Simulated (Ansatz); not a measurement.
# C₂H₆ClMoNO: basis-set convergence

An exercise on one series of results from a longer session: the logs are not shown, and one member is left open.

Method: one geometry, several basis sets; program: Ansatz 0.2.0, Gaussian basis.

The runs, in order: PBE0-D4/def2-SVP; ωB97M-V/def2-SVP; PBE0-D4/def2-QZVPP; ωB97M-V/def2-QZVPP; the functionals' def2-TZVPP values are taken from earlier runs.

### The relaxed structure

The geometry comes from an earlier relaxation with PBE0-D4 in a triple-zeta def2 set; it is a stationary point, not always the lowest conformer. Mo takes the def2 core potential; no spin-orbit term is included.

SMILES `C[N]=[Mo]([CH3])(=[O])[Cl]`, 12 atoms, charge 0, spin multiplicity 1.

Atoms are counted from 1 here; the program's logs count them from 0.

Bond lengths: C1–N2 1.417 Å, C1–H7 1.095 Å, C1–H8 1.095 Å, C1–H9 1.096 Å, N2–Mo3 1.717 Å, Mo3–C4 2.102 Å, Mo3–O5 1.674 Å, Mo3–Cl6 2.278 Å, C4–H10 1.094 Å, C4–H11 1.094 Å, C4–H12 1.091 Å. Angles: N2–C1–H7 110.2°, N2–C1–H8 109.5°, N2–C1–H9 111.4°, H7–C1–H8 107.9°, H7–C1–H9 109.1°, H8–C1–H9 108.7°, C1–N2–Mo3 151.7°, N2–Mo3–C4 103.2°, N2–Mo3–O5 107.7°, N2–Mo3–Cl6 111.0°, C4–Mo3–O5 106.8°, C4–Mo3–Cl6 112.3°, O5–Mo3–Cl6 115.0°, Mo3–C4–H10 108.3°, Mo3–C4–H11 108.0°, Mo3–C4–H12 112.4°, H10–C4–H11 109.9°, H10–C4–H12 109.3° and more.

Geometry (Å):

```mol
C2H6ClMoNO
  3D, bonds by distance, orders not assigned

 12 11  0  0  0  0  0  0  0  0999 V2000
   -1.3167   -1.8032   -0.1150 C   0  0
   -0.6338   -0.6425    0.3269 N   0  0
   -0.2341    1.0215    0.1867 Mo  0  0
    1.8482    0.9934   -0.1016 C   0  0
   -0.9127    1.5904   -1.2336 O   0  0
   -0.8326    2.1642    2.0637 Cl  0  0
   -2.0520   -2.1160    0.6332 H   0  0
   -0.6003   -2.6211   -0.2442 H   0  0
   -1.8275   -1.6287   -1.0690 H   0  0
    2.1888    2.0225   -0.2519 H   0  0
    2.3087    0.5767    0.7992 H   0  0
    2.1410    0.3876   -0.9602 H   0  0
  1  2  8  0
  2  3  8  0
  3  4  8  0
  3  5  8  0
  3  6  8  0
  1  7  8  0
  1  8  8  0
  1  9  8  0
  4 10  8  0
  4 11  8  0
  4 12  8  0
M  END
```

The first run:

The input, in.yaml:

```yaml
crystal:
  periodic: [false, false, false]
  atoms:
    - {symbol: C, position_ang: [-1.316702, -1.803152, -0.115050]}
    - {symbol: N, position_ang: [-0.633796, -0.642456, 0.326893]}
    - {symbol: Mo, position_ang: [-0.234068, 1.021532, 0.186663]}
    - {symbol: C, position_ang: [1.848247, 0.993400, -0.101606]}
    - {symbol: O, position_ang: [-0.912703, 1.590439, -1.233601]}
    - {symbol: Cl, position_ang: [-0.832581, 2.164205, 2.063714]}
    - {symbol: H, position_ang: [-2.052012, -2.116016, 0.633158]}
    - {symbol: H, position_ang: [-0.600323, -2.621121, -0.244220]}
    - {symbol: H, position_ang: [-1.827542, -1.628738, -1.068972]}
    - {symbol: H, position_ang: [2.188834, 2.022525, -0.251925]}
    - {symbol: H, position_ang: [2.308664, 0.576652, 0.799176]}
    - {symbol: H, position_ang: [2.140982, 0.387630, -0.960229]}
basis:
  gaussian: {orbitals: def2-SVP}
hamiltonian: {xc: pbe0, dispersion: d4}
output: {orbitals: {seedname: orbitals}}
```

Launch:

```bash
ansatz run in.yaml --threads 4 --pin off --events-out ev --progress --plain --max-ram 11315MiB
```

Steps of the session up to this table: PBE0-D4 in def2-SVP; ωB97M-V in def2-SVP; PBE0-D4 in def2-QZVPP; ωB97M-V in def2-QZVPP.

One table of the session follows, with a row left open; its other results are not shown here.

It belongs to the step «Density functionals: the series». 

| functional | basis | HOMO (eV) | LUMO (eV) |
| --- | --- | --- | --- |
| PBE0-D4 | def2-SVP | -7.82 | -2.41 |
| PBE0-D4 | def2-TZVPP | -7.82 | -2.44 |
| PBE0-D4 | def2-QZVPP | -7.84 | -2.46 |
| ωB97M-V | def2-SVP | ? | ? |
| ωB97M-V | def2-TZVPP | -10.05 | -0.40 |
| ωB97M-V | def2-QZVPP | -10.06 | -0.43 |

**Question.** Estimate the row for ωB97M-V, def2-SVP.

**Answer.** HOMO (eV): -10.02; LUMO (eV): -0.33. In the column «HOMO (eV)» it lies between ωB97M-V, def2-TZVPP (-10.05) and PBE0-D4, def2-QZVPP (-7.84).
